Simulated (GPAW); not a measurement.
CsSi2:

```
CELL_PARAMETERS angstrom
6.37157 0.00000 0.00000
-3.18578 5.51794 0.00000
0.00000 0.00000 4.47866
ATOMIC_POSITIONS crystal
Cs 0.00000 0.00000 0.00000
Si 0.66667 0.33333 0.25039
Si 0.66667 0.33333 0.74961
```

The cell was built by a generator and needn't be a form met in nature.

```yaml
Program: GPAW 26.7.0
Task: relaxation of cell and atoms
Functional: LDA
Potentials_or_basis: the program's PAW data sets (release 1.2.1) made for this functional
Cutoff: 600 eV
Basis: pw
k_mesh: 5 × 5 × 6
Occupations: fermi-dirac, width 0.05 eV
Spin: no spin polarisation
```

At the start: pressure -1.4 GPa; volume 52.49 Å³/atom.

Task: How do energy, volume and symmetry change on relaxing?

Result: Over 14 steps the energy falls by 39.9 meV/atom and the volume is 46.71 Å³/atom (-11.0 %); space group P-6m2 (No. 187, to 0.05 Å).

The path:
```tsv
step	energy change (eV)	largest force (eV/Å)	pressure (GPa)	volume (Å³)
1	0.0000	0.1667	-1.40	157.46
2	-0.0139	0.0911	-1.43	156.43
3	0.1017	2.9721	2.31	138.38
4	-0.0725	0.4323	-1.09	150.97
5	-0.0893	0.6441	-0.75	148.33
6	-0.1017	0.7486	-0.20	144.65
7	-0.1088	0.5947	-0.04	143.10
8	-0.1195	0.0005	0.11	140.29
9	-0.1197	0.0476	0.02	140.64
10	-0.1197	0.0549	-0.01	140.72
11	-0.1196	0.0569	-0.02	140.73
12	-0.1196	0.0517	-0.04	140.65
13	-0.1196	0.0335	-0.04	140.42
14	-0.1196	0.0098	-0.02	140.14
```

Final structure:
```
Cs Si
1.0
     6.12287    0.00000    0.00000
    -3.06144    5.30256    0.00000
     0.00000    0.00000    4.31654
Cs Si
1 2
Direct
  0.00000 0.00000 0.00000
  0.66667 0.33333 0.25015
  0.66667 0.33333 0.74985
```

Caveat: later steps reuse the first step's grids.
